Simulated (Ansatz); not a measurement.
# Si: the cost of one run

Program: Ansatz 0.2.0 (single point, PBE, plane waves PAW). Host: AMD EPYC 7R13 (Zen 3), 96 cores, 96 hardware threads, 1656 GiB, 8 × H100 80GB HBM3, 81559 MiB; it was booked for these runs alone, one at a time. Each run is timed once from launch to exit, start-up included.

**1. What is computed**

The cell holds 72 atoms in 1452 Å³, 4×3×3 copies of a database cell, with the atoms displaced at random so that no symmetry is left.

**2. The reference run**

Input file input.yaml:

```yaml
crystal:
  lattice:
    - [0.000000, 10.887404, 10.887404]
    - [8.165553, 0.000000, 8.165553]
    - [8.165553, 8.165553, 0.000000]
  atoms:
    - { symbol: Si, position: [0.068574, 0.081037, 0.084701] }
    - { symbol: Si, position: [0.000381, 0.002893, -0.004857] }
    - { symbol: Si, position: [0.061422, 0.080730, 0.412944] }
    - { symbol: Si, position: [-0.002192, -0.001775, 0.332340] }
    - { symbol: Si, position: [0.060144, 0.084795, 0.748104] }
    - { symbol: Si, position: [-0.008308, 0.004124, 0.665309] }
    - { symbol: Si, position: [0.060569, 0.417596, 0.084130] }
    - { symbol: Si, position: [0.000137, 0.330374, 0.000664] }
    - { symbol: Si, position: [0.058506, 0.421667, 0.412283] }
    - { symbol: Si, position: [-0.000537, 0.333400, 0.334092] }
    - { symbol: Si, position: [0.061859, 0.418339, 0.737410] }
    - { symbol: Si, position: [-0.000607, 0.332331, 0.664715] }
    - { symbol: Si, position: [0.066139, 0.746166, 0.082595] }
    - { symbol: Si, position: [-0.005630, 0.667161, -0.006097] }
    - { symbol: Si, position: [0.058062, 0.757750, 0.418662] }
    - { symbol: Si, position: [-0.000365, 0.666805, 0.327846] }
    - { symbol: Si, position: [0.059399, 0.751023, 0.742135] }
    - { symbol: Si, position: [0.000371, 0.660129, 0.666632] }
    - { symbol: Si, position: [0.309231, 0.089031, 0.086445] }
    - { symbol: Si, position: [0.248298, -0.007097, -0.003215] }
    - { symbol: Si, position: [0.312008, 0.079388, 0.417207] }
    - { symbol: Si, position: [0.252266, -0.000650, 0.331350] }
    - { symbol: Si, position: [0.314219, 0.081837, 0.752531] }
    - { symbol: Si, position: [0.248818, 0.005228, 0.665232] }
    - { symbol: Si, position: [0.309364, 0.416555, 0.080655] }
    - { symbol: Si, position: [0.247183, 0.332438, 0.002188] }
    - { symbol: Si, position: [0.306457, 0.416064, 0.415686] }
    - { symbol: Si, position: [0.249281, 0.335719, 0.328296] }
    - { symbol: Si, position: [0.313916, 0.415429, 0.749960] }
    - { symbol: Si, position: [0.249096, 0.331748, 0.664399] }
    - { symbol: Si, position: [0.313276, 0.756994, 0.086640] }
    - { symbol: Si, position: [0.251955, 0.668244, -0.002062] }
    - { symbol: Si, position: [0.313816, 0.756922, 0.411796] }
    - { symbol: Si, position: [0.251922, 0.669887, 0.333987] }
    - { symbol: Si, position: [0.314330, 0.754566, 0.757471] }
    - { symbol: Si, position: [0.253215, 0.672197, 0.667555] }
    - { symbol: Si, position: [0.564479, 0.083686, 0.084118] }
    - { symbol: Si, position: [0.498600, 0.002148, 0.004859] }
    - { symbol: Si, position: [0.561919, 0.084011, 0.418648] }
    - { symbol: Si, position: [0.499907, 0.003100, 0.334052] }
    - { symbol: Si, position: [0.559294, 0.079554, 0.752381] }
    - { symbol: Si, position: [0.501537, 0.003709, 0.667394] }
    - { symbol: Si, position: [0.562927, 0.411010, 0.088081] }
    - { symbol: Si, position: [0.497481, 0.336849, -0.004119] }
    - { symbol: Si, position: [0.560670, 0.417088, 0.415061] }
    - { symbol: Si, position: [0.498081, 0.336359, 0.335591] }
    - { symbol: Si, position: [0.563458, 0.415385, 0.747021] }
    - { symbol: Si, position: [0.498679, 0.331411, 0.666487] }
    - { symbol: Si, position: [0.564448, 0.749328, 0.080493] }
    - { symbol: Si, position: [0.498324, 0.671064, 0.000500] }
    - { symbol: Si, position: [0.563064, 0.750915, 0.418675] }
    - { symbol: Si, position: [0.500322, 0.670719, 0.336120] }
    - { symbol: Si, position: [0.555069, 0.749485, 0.760235] }
    - { symbol: Si, position: [0.496628, 0.667080, 0.670401] }
    - { symbol: Si, position: [0.812483, 0.087967, 0.078915] }
    - { symbol: Si, position: [0.746721, -0.000672, -0.002582] }
    - { symbol: Si, position: [0.809689, 0.085302, 0.417598] }
    - { symbol: Si, position: [0.750021, -0.001413, 0.334246] }
    - { symbol: Si, position: [0.812184, 0.080797, 0.751777] }
    - { symbol: Si, position: [0.750965, 0.000281, 0.669075] }
    - { symbol: Si, position: [0.809622, 0.416164, 0.081514] }
    - { symbol: Si, position: [0.753463, 0.335096, 0.007333] }
    - { symbol: Si, position: [0.816585, 0.415381, 0.412875] }
    - { symbol: Si, position: [0.751258, 0.332353, 0.332785] }
    - { symbol: Si, position: [0.809741, 0.418749, 0.750644] }
    - { symbol: Si, position: [0.751047, 0.334408, 0.663538] }
    - { symbol: Si, position: [0.806683, 0.749059, 0.081132] }
    - { symbol: Si, position: [0.748625, 0.669991, -0.000345] }
    - { symbol: Si, position: [0.816422, 0.750629, 0.419049] }
    - { symbol: Si, position: [0.751318, 0.669457, 0.328974] }
    - { symbol: Si, position: [0.815333, 0.750374, 0.746617] }
    - { symbol: Si, position: [0.751595, 0.667864, 0.671126] }
kpoints:
  mp_grid: { grid: [1, 1, 1] }
hamiltonian:
  xc: pbe
  pseudopotentials: { azcp: { folder: soft_1 } }
scf:
  occupations: { method: fixed }
output: { forces: true }
```

Run with:

```sh
$ ansatz run input.yaml --backend cuda --devices 1 --events-out ev --progress --plain --runs-dir out
```

What time and memory should one allow on 1 × NVIDIA H100 80GB HBM3 with 48 threads of AMD EPYC 7R13 (Zen 3), host not shared?

About 1.9 s, with a peak of 1.3 GiB on the host.
